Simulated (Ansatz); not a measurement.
**One shape, several levels: CHFGaN (SMILES N#[C][GaH][F])**

Aim: a comparison of 6 runs (HF/cc-pVDZ, B3LYP/cc-pVDZ, CAM-B3LYP/cc-pVDZ, RPA@PBE0/cc-pVDZ, BCCD(T)/cc-pVDZ, CCSD/cc-pVDZ) of CHFGaN. 

The calculation is run with Ansatz 0.2.0.

126 further runs of the same task are left out: 126 set aside as unsound or not needed.

### 1 The system as given

CHFGaN: 5 atoms, total charge 0, spin state singlet. SMILES: `N#[C][GaH][F]`. One bond was lengthened or shortened from a relaxed shape.

Bond lengths: N1–C2 1.152 Å, C2–Ga3 1.931 Å, Ga3–F4 1.741 Å, Ga3–H5 1.770 Å. Angles: N1–C2–Ga3 177.5°, C2–Ga3–F4 112.3°, C2–Ga3–H5 127.5°, F4–Ga3–H5 120.2°.

### 2 The energy at HF/cc-pVDZ (run 1)

The input, run.yaml:

```yaml
crystal:
  periodic: [false, false, false]
  atoms:
    - {symbol: N, position_ang: [1.148155, -1.876790, 1.293019]}
    - {symbol: C, position_ang: [0.575155, -1.084290, 0.683319]}
    - {symbol: Ga, position_ang: [-0.325545, 0.299410, -0.318481]}
    - {symbol: F, position_ang: [-1.790545, -0.273090, -1.065581]}
    - {symbol: H, position_ang: [0.179200, 1.982700, -0.525600]}
basis:
  gaussian: {orbitals: cc-pVDZ}
hamiltonian: {xc: hf}
accuracy: high
output: {orbitals: {seedname: orbitals}}
```

On the command line:

```console
$ ansatz run run.yaml --threads 1 --pin off --max-ram 3480MiB --events-out events.jsonl --progress --plain --runs-dir runs
```

Log:

```text
Warning: RAYON_NUM_THREADS=1 ignored (pool sized by the plan → 1); use --threads N
Functional definition: HF
  name "HF"
  exchange = exact_x
  correlation = 0
1564 factors; integrals over basis functions are off by at most 4.4e-9 eV
mean field evaluation 1: about -57564.4666 eV, gradient 3.9e1 eV
mean field evaluation 2: about -57564.6059 eV, gradient 3.9e1 eV
mean field evaluation 4: about -57568.0955 eV, gradient 3.3e0 eV
mean field evaluation 8: about -57568.1519 eV, gradient 3.4e-1 eV
mean field evaluation 16: about -57568.1526 eV, gradient 2.0e-8 eV
mean field -57568.15255914 eV, -2115.5905854531 hartree, gradient 2.0e-8 eV, S^2 0.000000; 0 other end points of the search recorded, 0 dependent functions left out
reference -57568.15255914 eV, -2115.5905854531 hartree; 27, 27 occupied and 47, 47 virtual orbitals, 1564 factors
Total energy: -57568.15255914 eV, -2115.5905854531 hartree
```

Wall time 2 s (1 thread of Arm Neoverse V2, shared host); peak memory 0.19 GiB.

### 3 The energy at B3LYP/cc-pVDZ (run 2)

Edit run.yaml of step 2 so:

```diff
@@ -3,3 +3,3 @@
   atoms:
-    - {symbol: N, position_ang: [1.148155, -1.876790, 1.293019]}
+    - {symbol: "N", position_ang: [1.148155, -1.876790, 1.293019]}
     - {symbol: C, position_ang: [0.575155, -1.084290, 0.683319]}
@@ -9,4 +9,6 @@
 basis:
-  gaussian: {orbitals: cc-pVDZ}
-hamiltonian: {xc: hf}
+  gaussian:
+    orbitals: cc-pVDZ
+hamiltonian:
+  xc: {name: B3LYP}
 accuracy: high
```

On the command line:

```console
$ ansatz run run.yaml --threads 1 --pin off --max-ram 3480MiB --events-out events.jsonl --progress --plain --runs-dir runs
```

Log:

```text
Warning: RAYON_NUM_THREADS=1 ignored (pool sized by the plan → 1); use --threads N
Functional definition: B3LYP
  name "B3LYP"
  parameter a0 = 0.2
  parameter ax = 0.72
  parameter ac = 0.81
  exchange = (1 - a0 - ax)*slater_x + ax*b88_x + a0*exact_x
  correlation = (1 - ac)*vwn_rpa_c + ac*lyp_c
1564 factors; integrals over basis functions are off by at most 4.4e-9 eV
mean field evaluation 1: about -57633.0825 eV, gradient 5.2e1 eV
mean field evaluation 2: about -57613.2123 eV, gradient 1.1e2 eV
mean field evaluation 4: about -57638.6142 eV, gradient 8.1e0 eV
mean field evaluation 8: about -57638.8403 eV, gradient 7.4e-1 eV
mean field evaluation 16: about -57638.8417 eV, gradient 2.3e-5 eV
mean field -57638.84172937 eV, -2118.1883645444 hartree, gradient 5.2e-8 eV, S^2 0.000000; 0 other end points of the search recorded, 0 dependent functions left out
reference -57638.84176536 eV, -2118.1883658668 hartree; 27, 27 occupied and 47, 47 virtual orbitals, 1564 factors
Total energy: -57638.84176536 eV, -2118.1883658668 hartree
```

It took 5.4 s on 1 thread of Arm Neoverse V2, shared host; peak memory 0.23 GiB.

Runs 3 to 5 aren't shown in full; the table further down has their settings and results.

### 4 The energy at CCSD/cc-pVDZ (run 6)

The input, in.yaml:

```yaml
crystal:
  periodic: [false, false, false]
  atoms:
    - symbol: "N"
      position_ang: [1.148155, -1.876790, 1.293019]
    - symbol: C
      position_ang: [0.575155, -1.084290, 0.683319]
    - symbol: Ga
      position_ang: [-0.325545, 0.299410, -0.318481]
    - symbol: F
      position_ang: [-1.790545, -0.273090, -1.065581]
    - symbol: H
      position_ang: [0.179200, 1.982700, -0.525600]
basis:
  gaussian:
    orbitals: cc-pVDZ
correlation:
  method: ccsd
  frozen_orbitals: {C: 1, F: 1, Ga: 9, H: 0, "N": 1}
accuracy: high
scf:
  omitted_lower_state_checks: [cluster_reference, increment]
```

On the command line:

```console
$ ansatz run in.yaml --threads 1 --pin off --max-ram 3480MiB --events-out events.jsonl --progress --plain --runs-dir runs
```

Log, shortened:

```text
Warning: RAYON_NUM_THREADS=1 ignored (pool sized by the plan → 1); use --threads N
[... 2 set-up lines as earlier in the session ...]
[...]
1564 factors; integrals over basis functions are off by at most 4.4e-9 eV
[...]
mean field -57568.15255914 eV, -2115.5905854531 hartree, gradient 2.0e-8 eV, S^2 0.000000; 0 other end points of the search recorded, 0 dependent functions left out
12 core orbitals not correlated: weight in the atoms' cores, before any rotation towards them, 1.000 or more for the frozen orbitals, at most 0.000 for the correlated occupied ones
reference -57568.15255914 eV, -2115.5905854531 hartree; 15, 15 occupied and 47, 47 virtual orbitals, 1564 factors
second order -14.79962779 eV of doubles, -0.00000000 eV of singles
cycle   1  -14.57483244 eV  change    2.2e-1 eV  update   1.1e-1
[...]
cycle  21  -15.20260481 eV  change   -1.6e-9 eV  update   2.3e-9
Total energy: -57583.35516395 eV, -2116.1492708753 hartree
Checks for a lower state left out: cluster_reference, increment
```

Wall time 8.1 s (1 thread of Arm Neoverse V2, shared host); peak memory 0.31 GiB.

### 5 All runs side by side

```csv
run,level,frozen core orbitals,energy (Eh),wall time
1,HF/cc-pVDZ,–,-2115.590585,2 s
2,B3LYP/cc-pVDZ,–,-2118.188366,5.4 s
3,CAM-B3LYP/cc-pVDZ,–,-2118.188345,5.4 s
4,RPA@PBE0/cc-pVDZ,12,-2116.315553,7.5 s
5,BCCD(T)/cc-pVDZ,12,-2116.168283,13 s
6,CCSD/cc-pVDZ,12,-2116.149271,8.1 s
```

### 6 Results

```
                                           quantity           value
                                run 6: total energy  -2116.14927 Eh
run 6: correlation energy (12 core orbitals frozen)      -558.7 mEh
                               run 6: T1 diagnostic           0.014
```

In words: Below the HF energy at the same shape and in the same basis (cc-pVDZ): BCCD(T) -577.7 mEh; CCSD -558.7 mEh. Over runs 1, 2, 3 the HOMO–LUMO gap runs from 6.79 eV (B3LYP/cc-pVDZ) to 13.43 eV (HF/cc-pVDZ). Exact exchange widens orbital gaps. Totals of different functionals can't be ranked against each other. All runs together took 41 s, the longest 13 s.
